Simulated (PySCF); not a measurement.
**C14H8N4: electronic excitations at several levels of theory**

Aim: compute the electronic excitations of C14H8N4 (`c1ccc2nc3nc4ccccc4nc3nc2c1`) at several levels, and see how far they spread and what each costs.

Programs: PySCF 2.14.0, with density-fitted response routines of our own. Each step states its level of theory. These are calculated values for one molecule in the gas phase, unless marked as measured. Atoms count from 0, in the outputs and in this text.

**1. Starting geometry**

26 atoms, charge 0, multiplicity 1; geometry from: GFN2-xTB.

Bonds of the start (Å): C0–C1 1.39, C1–C2 1.40, C2–C3 1.39, C3–N4 1.34, N4–C5 1.34, C5–N6 1.34, N6–C7 1.34, C7–C8 1.39, C8–C9 1.40, C9–C10 1.39, C10–C11 1.40, C11–C12 1.39, C12–N13 1.34, N13–C14 1.34, C14–N15 1.34, N15–C16 1.34, C16–C17 1.39, C17–C0 1.40, C16–C3 1.41, C14–C5 1.42, C12–C7 1.41, C0–H18 1.09, C1–H19 1.09, C2–H20 1.09, C8–H21 1.09, C9–H22 1.09, C10–H23 1.09, C11–H24 1.09, C17–H25 1.09.

**2. Geometry optimisation at PBE0-D3(BJ)/def2-SVP**

The job: settings as JSON, then the geometry in Å.

```
{"job": {"xc": "PBE0", "basis": "def2-SVP", "d3": "d3bj", "grid": 2, "kind": "geom"}, "charge": 0, "multiplicity": 1}
C     -4.738360     0.456610     0.344430
C     -4.687100    -0.898890     0.047510
C     -3.449790    -1.513230    -0.149920
C     -2.263170    -0.795720    -0.055590
N     -1.091280    -1.419880    -0.251770
C      0.026220    -0.693330    -0.151880
N      1.194600    -1.312630    -0.346800
C      2.315220    -0.580890    -0.245970
C      3.551810    -1.184690    -0.441080
C      4.738360    -0.456610    -0.344440
C      4.687100     0.898880    -0.047500
C      3.449790     1.513230     0.149930
C      2.263170     0.795730     0.055590
N      1.091280     1.419890     0.251750
C     -0.026220     0.693330     0.151880
N     -1.194600     1.312620     0.346820
C     -2.315220     0.580890     0.245970
C     -3.551810     1.184700     0.441070
H     -5.694780     0.949540     0.500950
H     -5.602920    -1.479670    -0.031160
H     -3.407440    -2.575050    -0.382650
H      3.589770    -2.246730    -0.673590
H      5.694780    -0.949540    -0.500970
H      5.602920     1.479660     0.031180
H      3.407440     2.575060     0.382620
H     -3.589770     2.246720     0.673610
```

The program printed:

```text
step   0  E = -755.91713954  max force = 0.048018
step   1  E = -755.92615253  max force = 0.021223
step   2  E = -755.92838087  max force = 0.020163
step   3  E = -755.93255490  max force = 0.005197
step   4  E = -755.93226891  max force = 0.006597
step   5  E = -755.93276046  max force = 0.001632
step   6  E = -755.93278261  max force = 0.000997
step   7  E = -755.93279040  max force = 0.000680
step   8  E = -755.93279119  max force = 0.000462
step   9  E = -755.93279362  max force = 0.000191
optimisation converged
```

It took 8.9 min on 8 threads of Arm Neoverse V1, shared host.

Along the way: (the energy doesn't fall at every step)

```csv
step,energy from step 0 (eV),largest force component (eV/Å)
0,0.0000,2.4692
1,-0.2453,1.0913
2,-0.3059,1.0368
3,-0.4195,0.2672
4,-0.4117,0.3392
5,-0.4251,0.0839
6,-0.4257,0.0513
7,-0.4259,0.0350
8,-0.4259,0.0238
9,-0.4260,0.0098
```

Close pairs (by a distance rule), those that changed most:

```csv
bond,before (Å),after (Å),change (Å)
C3–C16,1.410,1.455,+0.045
C7–C12,1.410,1.455,+0.045
C9–C10,1.389,1.432,+0.043
C0–C1,1.389,1.431,+0.043
C2–C3,1.390,1.432,+0.042
C11–C12,1.390,1.432,+0.042
C7–C8,1.390,1.432,+0.042
C16–C17,1.390,1.432,+0.042
```

The end geometry stands in the next job.

```csv
at the end point,value
point group (found at 0.08 Å tolerance),D2h
"rotational constants (GHz, main isotopes)","1.663, 0.234, 0.205"
dipole moment (D),0.00
```

**3. Ultraviolet spectrum: CAM-B3LYP/def2-SVPD**

The job: settings as JSON, then the geometry in Å.

```
{"job": {"kind": "uv", "xc": "CAM-B3LYP", "basis": "def2-SVPD", "nstates": 12, "ntriplets": 4}, "charge": 0, "multiplicity": 1}
C     -4.717156     0.476427     0.349373
C     -4.663669    -0.920991     0.043530
C     -3.470259    -1.551869    -0.155473
C     -2.243957    -0.818448    -0.060359
N     -1.092539    -1.440935    -0.255026
C      0.027074    -0.709408    -0.154979
N      1.198657    -1.332099    -0.350763
C      2.298103    -0.602571    -0.250260
C      3.576029    -1.217111    -0.450135
C      4.717525    -0.476342    -0.349376
C      4.663580     0.921072    -0.043519
C      3.469979     1.551606     0.155420
C      2.243658     0.818254     0.060333
N      1.092386     1.440895     0.255027
C     -0.027160     0.709319     0.154972
N     -1.198665     1.332038     0.350761
C     -2.298021     0.602404     0.250226
C     -3.575747     1.217280     0.450164
H     -5.690241     0.948887     0.502677
H     -5.597376    -1.483504    -0.029829
H     -3.399720    -2.615384    -0.389807
H      3.586666    -2.283484    -0.681808
H      5.690706    -0.948625    -0.502645
H      5.597147     1.483822     0.029892
H      3.399270     2.615099     0.389752
H     -3.586271     2.283667     0.681841
```

With the program's defaults for keys left out, this is: TDDFT CAM-B3LYP/def2-SVPD, vertical, gas phase, core orbitals frozen in the response.

The program printed:

```text
coarse grid: 24416 points
cycle   1  E = -756.1428945407  dE =  4.367e+00  |g| = 6.559e-01  |ddm| = 3.206e+01
cycle   2  E = -756.1357679375  dE =  7.127e-03  |g| = 7.754e-01  |ddm| = 9.706e+00
cycle   3  E = -756.2565489917  dE = -1.208e-01  |g| = 6.062e-02  |ddm| = 5.581e+00
cycle   4  E = -756.2576017783  dE = -1.053e-03  |g| = 3.429e-02  |ddm| = 4.409e-01
cycle   5  E = -756.2578794480  dE = -2.777e-04  |g| = 1.120e-02  |ddm| = 2.392e-01
cycle   6  E = -756.2579180406  dE = -3.859e-05  |g| = 4.139e-03  |ddm| = 4.573e-02
cycle   7  E = -756.2579244023  dE = -6.362e-06  |g| = 1.619e-03  |ddm| = 2.185e-02
final grid: 243856 points
cycle   8  E = -756.3982411824  dE = -7.012e-05  |g| = 3.882e-03  |ddm| = 3.634e-01
cycle   9  E = -756.3982426848  dE = -1.502e-06  |g| = 3.526e-03  |ddm| = 4.930e-02
cycle  10  E = -756.3982453012  dE = -2.616e-06  |g| = 7.677e-04  |ddm| = 1.945e-02
cycle  11  E = -756.3982454387  dE = -1.375e-07  |g| = 2.988e-04  |ddm| = 6.047e-03
cycle  12  E = -756.3982454654  dE = -2.670e-08  |g| = 7.531e-05  |ddm| = 2.150e-03
cycle  13  E = -756.3982454675  dE = -2.068e-09  |g| = 3.111e-05  |ddm| = 4.965e-04
cycle  14  E = -756.3982454681  dE = -5.994e-10  |g| = 1.426e-05  |ddm| = 1.922e-04
converged SCF energy = -756.3982454681

Static polarisability (au): isotropic 227.745, principal 91.418 178.327 413.491

Singlet excitations
state   eV       nm        f      main configurations
  1   2.4939    497.1   0.00000   H-1->L 0.96
  2   2.9473    420.7   0.04737   H->L 0.97
  3   3.5381    350.4   0.50578   H-2->L 0.86, H->L+2 0.10
  4   3.7203    333.3   0.00000   H-3->L 0.96
  5   3.7353    331.9   0.00249   H-4->L 0.85, H-1->L+1 0.11
  6   4.2378    292.6   0.00000   H-5->L 0.93
  7   4.8599    255.1   0.00000   H-8->L 0.86
  8   4.8997    253.0   0.00000   H-1->L+2 0.93
  9   5.0805    244.0   0.00076   H-1->L+1 0.76, H-4->L 0.12, H-1->L+4 0.10
 10   5.2820    234.7   0.00003   H-2->L+1 0.39, H-3->L+2 0.28, H-6->L 0.21
 11   5.3018    233.9   2.07306   H->L+2 0.83, H-2->L 0.10
 12   5.3223    233.0   0.00000   H->L+1 0.92

Triplet excitations (Tamm-Dancoff, eV): 1.8034 2.1669 2.6489 2.6881
```

It took 6.8 min on 8 threads of Arm Neoverse V1, shared host.

The orbitals next to the gap, with their largest atomic shares:

```csv
orbital,eV,atoms
HOMO−3,-8.86,"C2 11 %, C11 11 %, C17 11 %"
HOMO−2,-8.60,"C5 10 %, C14 10 %, C7 8 %"
HOMO−1,-8.47,"N4 15 %, N6 15 %, N13 15 %"
HOMO,-7.89,"C11 9 %, C8 9 %, C2 9 %"
LUMO,-2.69,"N6 10 %, N4 10 %, N15 10 %"
LUMO+1,-0.32,"C5 9 %, C14 9 %, C17 7 %"
LUMO+2,-0.28,"C14 9 %, C5 9 %, C12 8 %"
```

With each of the 12 states as a Gaussian band of 0.4 eV half-width at 1/e, the curve within the window shown has maxima at 351 nm (ε 21,000), 234 nm (ε 84,000) L/(mol cm). Beyond the last state computed it falls off for lack of states. The curve at chosen wavelengths:

(nm, ε (L/mol/cm)): (221, 44177), (238, 80520), (256, 23751), (273, 2483), (290, 785), (308, 4529), (325, 12553), (343, 19850), (360, 19938), (377, 15002), (395, 9228), (412, 5522), (429, 3408), (447, 2146), (464, 1400), (481, 892), (499, 531), (516, 312), (533, 177), (551, 94), (568, 51), (586, 26), (603, 14), (620, 7), (638, 4), (655, 2)

Further results of this job:

```csv
property,computed
dipole moment (D),0.00
polarisability (Å³),33.75
HOMO–LUMO gap (eV),5.20
−ε(HOMO) (eV),7.89
```

**4. Ultraviolet spectrum: PBE0/def2-SVPD**

The job, as its differences from that of step 3:

```diff
@@ -1,2 +1,2 @@
-{"job": {"kind": "uv", "xc": "CAM-B3LYP", "basis": "def2-SVPD", "nstates": 12, "ntriplets": 4}, "charge": 0, "multiplicity": 1}
+{"job": {"kind": "uv", "xc": "PBE0", "basis": "def2-SVPD", "nstates": 12, "ntriplets": 4}, "charge": 0, "multiplicity": 1}
 C     -4.717156     0.476427     0.349373
```

With the program's defaults for keys left out, this is: TDDFT PBE0/def2-SVPD, vertical, gas phase, core orbitals frozen in the response.

The program printed:

```text
coarse grid: 24416 points
cycle   1  E = -755.7532280367  dE =  3.744e+00  |g| = 5.669e-01  |ddm| = 2.667e+01
cycle   2  E = -755.6887297885  dE =  6.450e-02  |g| = 8.139e-01  |ddm| = 1.015e+01
cycle   3  E = -755.8319237069  dE = -1.432e-01  |g| = 8.708e-02  |ddm| = 5.933e+00
cycle   4  E = -755.8331834784  dE = -1.260e-03  |g| = 5.995e-02  |ddm| = 6.275e-01
cycle   5  E = -755.8341355390  dE = -9.521e-04  |g| = 2.182e-02  |ddm| = 2.840e-01
cycle   6  E = -755.8342492789  dE = -1.137e-04  |g| = 5.083e-03  |ddm| = 1.376e-01
cycle   7  E = -755.8342564107  dE = -7.132e-06  |g| = 1.659e-03  |ddm| = 3.624e-02
final grid: 243856 points
cycle   8  E = -755.9327725689  dE = -7.144e-05  |g| = 7.699e-03  |ddm| = 4.888e-01
cycle   9  E = -755.9327694231  dE =  3.146e-06  |g| = 8.596e-03  |ddm| = 1.151e-01
cycle  10  E = -755.9327873206  dE = -1.790e-05  |g| = 2.321e-03  |ddm| = 5.024e-02
cycle  11  E = -755.9327888059  dE = -1.485e-06  |g| = 3.614e-04  |ddm| = 1.025e-02
cycle  12  E = -755.9327888319  dE = -2.600e-08  |g| = 2.134e-04  |ddm| = 2.495e-03
cycle  13  E = -755.9327888421  dE = -1.020e-08  |g| = 5.359e-05  |ddm| = 1.469e-03
cycle  14  E = -755.9327888424  dE = -2.963e-10  |g| = 4.162e-05  |ddm| = 4.065e-04
cycle  15  E = -755.9327888428  dE = -4.472e-10  |g| = 5.934e-06  |ddm| = 2.110e-04
converged SCF energy = -755.9327888428

Static polarisability (au): isotropic 231.067, principal 91.174 178.760 423.266

Singlet excitations
state   eV       nm        f      main configurations
  1   2.0756    597.3   0.00000   H-1->L 0.99
  2   2.6126    474.6   0.03009   H->L 0.98
  3   3.2674    379.5   0.00000   H-3->L 0.99
  4   3.4000    364.7   0.00149   H-4->L 0.94
  5   3.4693    357.4   0.44945   H-2->L 0.86, H->L+2 0.13
  6   3.8297    323.7   0.00000   H-5->L 0.98
  7   4.3266    286.6   0.00066   H-1->L+1 0.92
  8   4.3835    282.8   0.00000   H-1->L+2 0.98
  9   4.4860    276.4   0.00000   H-6->L 0.95
 10   4.7448    261.3   0.00000   H->L+1 0.97
 11   5.0323    246.4   0.00243   H-8->L 0.86
 12   5.0328    246.4   0.00005   H-7->L 0.52, H-3->L+2 0.29, H-2->L+1 0.11

Triplet excitations (Tamm-Dancoff, eV): 1.6651 1.7786 2.5365 2.5763
```

Run time: 5 min. Hardware: 8 threads of Arm Neoverse V1, shared host.

Key values: HOMO -6.84 eV, LUMO -3.59 eV; lowest singlet 2.08 eV.

**5. Ultraviolet spectrum: PBE/def2-SVPD**

The job, as its differences from that of step 4:

```diff
@@ -1,2 +1,2 @@
-{"job": {"kind": "uv", "xc": "PBE0", "basis": "def2-SVPD", "nstates": 12, "ntriplets": 4}, "charge": 0, "multiplicity": 1}
+{"job": {"kind": "uv", "xc": "PBE", "basis": "def2-SVPD", "nstates": 12, "ntriplets": 4}, "charge": 0, "multiplicity": 1}
 C     -4.717156     0.476427     0.349373
```

With the program's defaults for keys left out, this is: TDDFT PBE/def2-SVPD, vertical, gas phase, core orbitals frozen in the response.

The program printed:

```text
coarse grid: 24416 points
cycle   1  E = -755.6510064867  dE =  2.992e+00  |g| = 6.722e-01  |ddm| = 3.329e+01
cycle   2  E = -755.4182847651  dE =  2.327e-01  |g| = 1.201e+00  |ddm| = 1.413e+01
cycle   3  E = -755.7477696207  dE = -3.295e-01  |g| = 2.560e-01  |ddm| = 7.931e+00
cycle   4  E = -755.7640748987  dE = -1.631e-02  |g| = 1.288e-01  |ddm| = 1.722e+00
cycle   5  E = -755.7685042678  dE = -4.429e-03  |g| = 5.137e-02  |ddm| = 5.932e-01
cycle   6  E = -755.7691498325  dE = -6.456e-04  |g| = 9.182e-03  |ddm| = 4.014e-01
cycle   7  E = -755.7691660668  dE = -1.623e-05  |g| = 4.414e-03  |ddm| = 9.295e-02
cycle   8  E = -755.7691706238  dE = -4.557e-06  |g| = 1.113e-03  |ddm| = 2.055e-02
final grid: 243856 points
cycle   9  E = -755.9050321625  dE = -1.051e-04  |g| = 1.421e-02  |ddm| = 7.754e-01
cycle  10  E = -755.9049350271  dE =  9.714e-05  |g| = 2.392e-02  |ddm| = 2.746e-01
cycle  11  E = -755.9050334810  dE = -9.845e-05  |g| = 1.364e-02  |ddm| = 1.656e-01
cycle  12  E = -755.9050854415  dE = -5.196e-05  |g| = 2.114e-03  |ddm| = 5.815e-02
cycle  13  E = -755.9050865062  dE = -1.065e-06  |g| = 4.764e-04  |ddm| = 1.064e-02
cycle  14  E = -755.9050865605  dE = -5.433e-08  |g| = 1.713e-04  |ddm| = 3.680e-03
cycle  15  E = -755.9050865674  dE = -6.874e-09  |g| = 7.702e-05  |ddm| = 1.041e-03
cycle  16  E = -755.9050865687  dE = -1.317e-09  |g| = 3.007e-05  |ddm| = 4.251e-04
cycle  17  E = -755.9050865689  dE = -2.315e-10  |g| = 5.444e-06  |ddm| = 1.151e-04
converged SCF energy = -755.9050865689

Static polarisability (au): isotropic 238.368, principal 92.028 183.976 439.099

Singlet excitations
state   eV       nm        f      main configurations
  1   1.3778    899.9   0.00000   H->L 1.00
  2   2.1919    565.6   0.01563   H-1->L 0.97
  3   2.5796    480.6   0.00044   H-2->L 0.98
  4   2.6902    460.9   0.00000   H-3->L 0.95
  5   2.8831    430.0   0.00000   H-5->L 1.00
  6   3.2209    384.9   0.29889   H-4->L 0.80, H-1->L+2 0.19
  7   3.2469    381.9   0.00052   H->L+1 0.98
  8   3.3879    366.0   0.00000   H->L+2 1.00
  9   3.5253    351.7   0.00000   H-6->L 0.99
 10   4.0592    305.4   0.00000   H-1->L+1 0.90
 11   4.2735    290.1   0.00000   H-7->L 0.82, H-4->L+1 0.10
 12   4.2901    289.0   0.00000   H->L+3 0.94

Triplet excitations (Tamm-Dancoff, eV): 1.1723 1.5581 2.3129 2.3263
```

Run time: 2.5 min. Hardware: 8 threads of Arm Neoverse V1, shared host.

In short: HOMO -5.50 eV, LUMO -4.20 eV; lowest singlet 1.38 eV.

**6. Excited states and response: B3LYP/def2-SVPD**

The job, as its differences from that of step 5:

```diff
@@ -1,2 +1,2 @@
-{"job": {"kind": "uv", "xc": "PBE", "basis": "def2-SVPD", "nstates": 12, "ntriplets": 4}, "charge": 0, "multiplicity": 1}
+{"job": {"kind": "uv", "xc": "B3LYP", "basis": "def2-SVPD", "nstates": 12, "ntriplets": 4}, "charge": 0, "multiplicity": 1}
 C     -4.717156     0.476427     0.349373
```

Level: TDDFT B3LYP/def2-SVPD, vertical, gas phase, core orbitals frozen in the response.

The program printed:

```text
coarse grid: 24416 points
cycle   1  E = -756.5674950796  dE =  3.569e+00  |g| = 6.248e-01  |ddm| = 3.450e+01
cycle   2  E = -756.4651423178  dE =  1.024e-01  |g| = 9.491e-01  |ddm| = 1.138e+01
cycle   3  E = -756.6609471162  dE = -1.958e-01  |g| = 1.090e-01  |ddm| = 6.266e+00
cycle   4  E = -756.6632188003  dE = -2.272e-03  |g| = 6.626e-02  |ddm| = 8.367e-01
cycle   5  E = -756.6643390987  dE = -1.120e-03  |g| = 2.799e-02  |ddm| = 3.317e-01
cycle   6  E = -756.6645341328  dE = -1.950e-04  |g| = 6.117e-03  |ddm| = 1.832e-01
cycle   7  E = -756.6645439917  dE = -9.859e-06  |g| = 2.088e-03  |ddm| = 4.546e-02
final grid: 243856 points
cycle   8  E = -756.7997523241  dE = -9.007e-05  |g| = 6.195e-03  |ddm| = 6.159e-01
cycle   9  E = -756.7997415359  dE =  1.079e-05  |g| = 8.931e-03  |ddm| = 8.466e-02
cycle  10  E = -756.7997615449  dE = -2.001e-05  |g| = 2.064e-03  |ddm| = 4.353e-02
cycle  11  E = -756.7997626976  dE = -1.153e-06  |g| = 3.726e-04  |ddm| = 9.494e-03
cycle  12  E = -756.7997627158  dE = -1.824e-08  |g| = 2.689e-04  |ddm| = 2.707e-03
cycle  13  E = -756.7997627324  dE = -1.654e-08  |g| = 9.063e-05  |ddm| = 1.521e-03
cycle  14  E = -756.7997627343  dE = -1.864e-09  |g| = 3.203e-05  |ddm| = 5.073e-04
cycle  15  E = -756.7997627345  dE = -2.478e-10  |g| = 9.273e-06  |ddm| = 1.673e-04
converged SCF energy = -756.7997627345

Static polarisability (au): isotropic 233.389, principal 91.686 180.778 427.703

Singlet excitations
state   eV       nm        f      main configurations
  1   2.0401    607.7   0.00000   H-1->L 0.99
  2   2.5212    491.8   0.02719   H->L 0.98
  3   3.1453    394.2   0.00000   H-3->L 0.99
  4   3.3019    375.5   0.00138   H-4->L 0.97
  5   3.4123    363.3   0.41851   H-2->L 0.85, H->L+2 0.14
  6   3.6811    336.8   0.00000   H-5->L 0.99
  7   4.1783    296.7   0.00071   H-1->L+1 0.95
  8   4.2796    289.7   0.00000   H-1->L+2 0.98
  9   4.3378    285.8   0.00000   H-6->L 0.97
 10   4.5699    271.3   0.00000   H->L+1 0.96
 11   4.8843    253.8   0.00335   H-8->L 0.86
 12   4.8878    253.7   0.00000   H-7->L 0.68, H-3->L+2 0.24

Triplet excitations (Tamm-Dancoff, eV): 1.6632 1.7764 2.5239 2.5693
```

Wall time 5.1 min (8 threads of Arm Neoverse V1, shared host).

Key values: HOMO -6.63 eV, LUMO -3.69 eV; lowest singlet 2.04 eV.

**7. Run by run: electronic excitations**

Excitations and ground-state properties, with basis size and wall time:

```csv
run,lowest singlet (eV),brightest (eV),f,gap (eV),α (Å³),μ (D),functions,time
CAM-B3LYP/def2-SVPD,2.49,5.30,2.073,5.20,33.75,0.00,424,6.8 min
PBE0/def2-SVPD,2.08,3.47,0.449,3.25,34.24,0.00,424,5 min
PBE/def2-SVPD,1.38,3.22,0.299,1.30,35.32,0.00,424,2.5 min
B3LYP/def2-SVPD,2.04,3.41,0.419,2.94,34.58,0.00,424,5.1 min
```

**8. Results**

```
                                quantity                         value
                             point group                           D2h
    rotational constants (main isotopes)          1.66, 0.23, 0.21 GHz
    lowest singlet (CAM-B3LYP/def2-SVPD)   2.49 eV (497 nm), f = 0.000
brightest single state of those computed  state 11, 5.30 eV, f = 2.073
                          lowest triplet                       1.80 eV
             range of the lowest singlet               1.38 to 2.49 eV
```

What this shows: Single values in the summary come from the first sound run of each kind (CAM-B3LYP/def2-SVPD), which need not be the best level. The optimisation took 9 steps and gained 0.426 eV; among the close pairs (by a distance rule), C3–C16 changed most, from 1.410 to 1.455 Å. The first singlet state (HOMO−1→LUMO 0.96) lies at 2.49 eV and is dark; of the 12 states computed, the strongest absorption comes from state 11 at 5.30 eV. State 2 absorbs in the visible (421 nm). The lowest triplet lies 0.69 eV below the lowest singlet (triplets in Tamm-Dancoff, singlets in full TDDFT). The lowest singlet runs from 1.38 eV (PBE/def2-SVPD) to 2.49 eV (CAM-B3LYP/def2-SVPD), while the orbital gap spans 1.30 to 5.20 eV: the excitation energy moves far less from run to run than the orbital gap does. The lowest state need not be the same one in every run. The runs solved for a few states only, so the brightest column depends on that window.
